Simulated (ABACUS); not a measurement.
Runs of ABACUS 3.10.1 on Ba2Tl5V3O12. The structure is trigonal, space group P-3m1 (No. 164). The conventional cell has a = 8.154 Å, b = 8.154 Å, c = 6.921 Å, α = 90.00°, β = 90.00°, γ = 120.00°. Tl (site symmetry 2/m) has 4 O at 2.53 Å as nearest neighbours. Tl (site symmetry 3m) is surrounded by 6 O at 2.73 Å and 3 V at 2.82 Å and 3 Tl at 3.03 Å. Ba (site symmetry 3m) has 6 O at 2.80 Å as nearest neighbours. V (site symmetry 2/m) is surrounded by 4 O at 1.82 Å. Around O (site symmetry 1) lie 1 V at 1.82 Å. The cell was built by a generator and needn't be a form met in nature.

| task | level | potentials or basis | spin | U | fixed moment (μB) | k mesh | path | points for each segment of the path | SCF threshold on the density | max SCF steps | mixing share | mesh quality | gap on the mesh (eV) | pressure (GPa) | moment (μB) | largest force (eV/Å) |
| --- | --- | --- | --- | --- | --- | --- | --- | --- | --- | --- | --- | --- | --- | --- | --- | --- |
| single point | PBE | PseudoDojo NC SR 0.4.1 PBE standard, DZP LCAO (the cutoffs set its grid) | collinear, ferromagnetic start | - | 6.0 | 3 × 3 × 3 | - | - | 1e-07 | 100 | 0.4 | not flagged | - | (a) | 6.00 | 0.29 |
| single point | WC | SG15 ONCV 1.2 PBE, DZP LCAO (the cutoffs set its grid) | collinear, ferromagnetic start | - | - | 3 × 3 × 3 | - | - | 1e-07 | 100 | 0.4 | not flagged | none | -11.1 | 0.00 | (c) |
| single point | PBE | PseudoDojo NC SR 0.4.1 PBE standard, DZP LCAO (the cutoffs set its grid) | off | - | - | 2 × 2 × 2 | - | - | 1e-07 | 100 | 0.7 | coarse | none | 1.2 | - | 0.26 |
| single point | LDA | SG15 ONCV 1.2 PBE, DZP LCAO (the cutoffs set its grid) | collinear, ferromagnetic start | - | - | 3 × 3 × 3 | - | - | 1e-07 | 100 | 0.4 | not flagged | none | (b) | 0.00 | 0.19 |

Alike in all rows: cell as given; cutoff (eV) 1361; smearing fermi-dirac 0.05 eV.

**Question.** Estimate the missing entries.

**Answer.** (a) 4.2; (b) -4.5; (c) 0.46.

Caveats: some runs use coarse meshes; the atomic orbitals were generated for these runs and aren't a published set; the basis of atomic orbitals isn't converged, which shifts pressures, moduli and gaps; semilocal functionals often make such compounds metallic where correlation or magnetic order opens a gap, which also shifts bond lengths (some runs); this release of the barium file is off (some runs); the potentials were made for another functional, which shifts forces and pressure (some runs); the total moment is fixed, so each spin has its own Fermi level (some runs).

A k mesh can miss the band edges, and the runs leave out spin-orbit coupling on Ba, Tl.

A gap of «none» marks a metal or a gap under the smearing width.
